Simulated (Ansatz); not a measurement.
# Hf(BH4)4 in a box, plane waves

Ansatz 0.2.0, DFT PBE, scalar-relativistic, plane waves, PAW, molecule in a box. The geometry was relaxed with Gaussian bases (TPSS; Hf def2-SVP with ECP60, B def2-SVP, H def2-SVP).

```yaml
crystal:
  lattice:
    - [13.25, 0.0, 0.0]
    - [0.0, 13.25, 0.0]
    - [0.0, 0.0, 13.06]
  atoms:
    - { symbol: Hf, position: [0.49994113, 0.4998883, 0.50000459] }
    - { symbol: B, position: [0.60549208, 0.59621283, 0.60247626] }
    - { symbol: H, position: [0.66026038, 0.64601811, 0.65541807] }
    - { symbol: H, position: [0.6019834, 0.50445509, 0.62698851] }
    - { symbol: H, position: [0.62952453, 0.59576226, 0.50929326] }
    - { symbol: H, position: [0.51488528, 0.62452528, 0.60321899] }
    - { symbol: B, position: [0.39439094, 0.40356302, 0.60247703] }
    - { symbol: H, position: [0.33962264, 0.35375774, 0.65541884] }
    - { symbol: H, position: [0.39789887, 0.49532151, 0.62698851] }
    - { symbol: H, position: [0.37035849, 0.40401434, 0.50929403] }
    - { symbol: H, position: [0.48499774, 0.37525132, 0.60321975] }
    - { symbol: B, position: [0.59634868, 0.39430868, 0.39765697] }
    - { symbol: H, position: [0.64608377, 0.33962264, 0.34456355] }
    - { symbol: H, position: [0.62074038, 0.39287925, 0.49074196] }
    - { symbol: H, position: [0.50353585, 0.37420604, 0.3972925] }
    - { symbol: H, position: [0.60088528, 0.48597132, 0.37290046] }
    - { symbol: B, position: [0.40353585, 0.60546868, 0.3976562] }
    - { symbol: H, position: [0.35380151, 0.66015547, 0.34456432] }
    - { symbol: H, position: [0.37914415, 0.60689736, 0.49074196] }
    - { symbol: H, position: [0.49634868, 0.62556906, 0.3972925] }
    - { symbol: H, position: [0.39899849, 0.51380528, 0.37289969] }
basis:
  ecutwfc: 420
  ecutrho_ratio: 4
kpoints:
  mp_grid: { grid: [1, 1, 1] }
hamiltonian:
  xc: pbe
scf:
  occupations: { method: gaussian, width: 0.01 }
output:
  forces: true
  eigenvalues: true
  populations: true
```

Command:
```sh
ansatz run input.yaml --threads 4 --pin off --max-ram 8192MiB --backend cpu --events-out ev --progress --plain --runs-dir out
```
It took 4 s on 4 threads of Arm Neoverse V1, with other jobs on the host, peak memory 1.2 GiB.

Task: How does the SCF go?

Result: 
```
SCF iter   1: F=—  HF=-16602.732924 eV  |F-HF|=—  |Δ(HF+E_count)|=         —  Δρ=1.37e-3
preconditioner: auto → Resta (q_TF=auto, 1.461 Å⁻¹)  ε∞=1.2  [insulator: Δε(μ)=6.412 eV  Ē_g=12.436 eV  σ=0.010 eV  W_gap=1.00  n_
SCF iter   2: F=—  HF=-16602.741255 eV  |F-HF|=—  |Δ(HF+E_count)|=   8.33e-3  Δρ=9.36e-4
SCF iter   3: F=—  HF=-16602.738174 eV  |F-HF|=—  |Δ(HF+E_count)|=   3.08e-3  Δρ=3.64e-4
SCF iter   4: F=—  HF=-16602.742763 eV  |F-HF|=—  |Δ(HF+E_count)|=   4.59e-3  Δρ=1.34e-4
SCF iter   5: F=—  HF=-16602.743760 eV  |F-HF|=—  |Δ(HF+E_count)|=   9.97e-4  Δρ=2.91e-5
SCF iter   6: F=—  HF=-16602.743881 eV  |F-HF|=—  |Δ(HF+E_count)|=   1.20e-4  Δρ=9.10e-6
SCF iter   7: F=-16602.743894 eV  HF=-16602.743893 eV  |F-HF|=5.93e-8  |Δ(HF+E_count)|=   1.28e-5  Δρ=1.19e-6
```

Task: Which levels lie next to the highest filled one (eV, counted from it)?

Result: Filled: -1.74, -1.38, -1.37, -1.13, -0.60, -0.60, -0.60, 0.00, 0.00, 0.00. Empty: 6.27, 6.28, 6.30, 6.30, 6.30, 7.43, 8.45, 8.51.

Task: What forces are left at this geometry, relaxed with Gaussian bases (eV/Å)?

Result: 
```
Hf   0.00  0.00  0.01
B   -0.17 -0.16 -0.17
H   -0.11 -0.10 -0.11
H    0.01  0.08 -0.01
H   -0.01  0.01  0.08
H    0.08 -0.01  0.01
B    0.17  0.16 -0.17
H    0.11  0.10 -0.11
H   -0.01 -0.08 -0.01
H    0.01 -0.01  0.08
H   -0.08  0.01  0.01
B   -0.16  0.18  0.17
H   -0.10  0.11  0.11
H   -0.02 -0.01 -0.08
H    0.08  0.00 -0.01
H    0.00 -0.08  0.01
B    0.16 -0.18  0.17
H    0.10 -0.11  0.11
H    0.02  0.01 -0.08
H   -0.08  0.00 -0.01
H    0.00  0.08  0.01
```

The highest of the empty levels listed lie near the vacuum level and may be states of the box.

The forces come from the other functional as well as from the basis.

No frequency check is given that shows the relaxed geometry to be a minimum.
